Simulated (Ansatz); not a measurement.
# ClH9HfO3Si3: small, medium and large basis sets

Aim: see how fast density functionals converge with the basis set for ClH9HfO3Si3.

The runs use Ansatz 0.2.0, Gaussian basis; one geometry, several basis sets.

Levels to be run: PBE0-D4/def2-SVP; ωB97M-V/def2-SVP; PBE0-D4/def2-QZVPP; ωB97M-V/def2-QZVPP; the functionals' def2-TZVPP values are taken from earlier runs.

1 further run of the same task is left out (for a known fault of the program). Runs told in other sessions of the task aren't counted.

## (1) Structure used throughout

An earlier PBE0-D4 in a triple-zeta def2 set relaxation fixed the geometry. Hf takes the def2 core potential; no spin-orbit term is included.

SMILES `[SiH3][O][Hf]([Cl])([O][SiH3])[O][SiH3]`, 17 atoms, charge 0, spin multiplicity 1.

Atoms are counted from 1 here; the program's logs count them from 0.

Bond lengths: Si1–O2 1.639 Å, Si1–H9 1.485 Å, Si1–H10 1.485 Å, Si1–H11 1.486 Å, O2–Hf3 1.929 Å, Hf3–Cl4 2.364 Å, Hf3–O5 1.929 Å, Hf3–O7 1.929 Å, O5–Si6 1.639 Å, Si6–H12 1.486 Å, Si6–H13 1.486 Å, Si6–H14 1.485 Å, O7–Si8 1.639 Å, Si8–H15 1.486 Å, Si8–H16 1.485 Å, Si8–H17 1.486 Å. Angles: O2–Si1–H9 109.6°, O2–Si1–H10 109.6°, O2–Si1–H11 109.5°, H9–Si1–H10 109.4°, H9–Si1–H11 109.3°, H10–Si1–H11 109.3°, Si1–O2–Hf3 178.3°, O2–Hf3–Cl4 110.1°, O2–Hf3–O5 108.9°, O2–Hf3–O7 108.9°, Cl4–Hf3–O5 110.0°, Cl4–Hf3–O7 110.0°, O5–Hf3–O7 108.8°, Hf3–O5–Si6 178.1°, O5–Si6–H12 109.5°, O5–Si6–H13 109.6°, O5–Si6–H14 109.6°, H12–Si6–H13 109.3° and more.

Geometry (Å):

```
Si    3.2337    0.4305    0.7566
O     1.8230   -0.1740    0.1820
Hf    0.1351   -0.8392   -0.4734
Cl    0.4579   -2.8775   -1.6256
O    -0.6369    0.4729   -1.6579
Si   -1.2944    1.6219   -2.6237
O    -1.0552   -1.1068    1.0207
Si   -2.0622   -1.2831    2.3014
H     3.8700   -0.5611    1.6608
H     4.1485    0.7251   -0.3757
H     2.9660    1.6825    1.5108
H    -2.4806    2.2152   -1.9538
H    -0.2922    2.6882   -2.8816
H    -1.7089    1.0112   -3.9122
H    -2.9727   -0.1116    2.3824
H    -2.8651   -2.5213    2.1366
H    -1.2658   -1.3729    3.5525
```

## (2) PBE0-D4 in def2-SVP

in.yaml reads:

```yaml
crystal:
  periodic: [false, false, false]
  atoms:
    - {symbol: Si, position_ang: [3.233679, 0.430515, 0.756643]}
    - {symbol: O, position_ang: [1.823024, -0.173985, 0.182021]}
    - {symbol: Hf, position_ang: [0.135125, -0.839176, -0.473361]}
    - {symbol: Cl, position_ang: [0.457869, -2.877530, -1.625581]}
    - {symbol: O, position_ang: [-0.636912, 0.472921, -1.657922]}
    - {symbol: Si, position_ang: [-1.294417, 1.621893, -2.623748]}
    - {symbol: O, position_ang: [-1.055221, -1.106760, 1.020728]}
    - {symbol: Si, position_ang: [-2.062227, -1.283092, 2.301443]}
    - {symbol: H, position_ang: [3.870017, -0.561106, 1.660776]}
    - {symbol: H, position_ang: [4.148529, 0.725111, -0.375672]}
    - {symbol: H, position_ang: [2.965970, 1.682476, 1.510773]}
    - {symbol: H, position_ang: [-2.480622, 2.215158, -1.953820]}
    - {symbol: H, position_ang: [-0.292246, 2.688156, -2.881601]}
    - {symbol: H, position_ang: [-1.708950, 1.011226, -3.912218]}
    - {symbol: H, position_ang: [-2.972726, -0.111572, 2.382420]}
    - {symbol: H, position_ang: [-2.865140, -2.521310, 2.136600]}
    - {symbol: H, position_ang: [-1.265753, -1.372935, 3.552527]}
basis:
  gaussian: {orbitals: def2-SVP}
hamiltonian: {xc: pbe0, dispersion: d4}
output: {orbitals: {seedname: orbitals}}
```

Launch:

```sh
ansatz run in.yaml --threads 4 --pin off --events-out ev --progress --plain --max-ram 46080MiB --backend cpu
```

Further steps of the session: ωB97M-V in def2-SVP; PBE0-D4 in def2-QZVPP; ωB97M-V in def2-QZVPP.

Before running them: what should the planned runs give, taken together? Wanted: PBE0-D4: double and triple zeta above quadruple; ωB97M-V: double and triple zeta above quadruple.

**Answer**, as computed:

| quantity | value |
| --- | --- |
| PBE0-D4: double and triple zeta above quadruple | 22.49, 1.58 eV |
| ωB97M-V: double and triple zeta above quadruple | 22.58, 1.45 eV |

**Reading.** PBE0-D4 gains 20.91 eV from double to triple zeta, then 1.58 eV more. Total energies overstate the basis error of differences, where much of it tends to cancel. The LUMO of ωB97M-V is positive and keeps falling with the basis (0.83 to 0.30 eV): an unbound level that the basis holds in place.
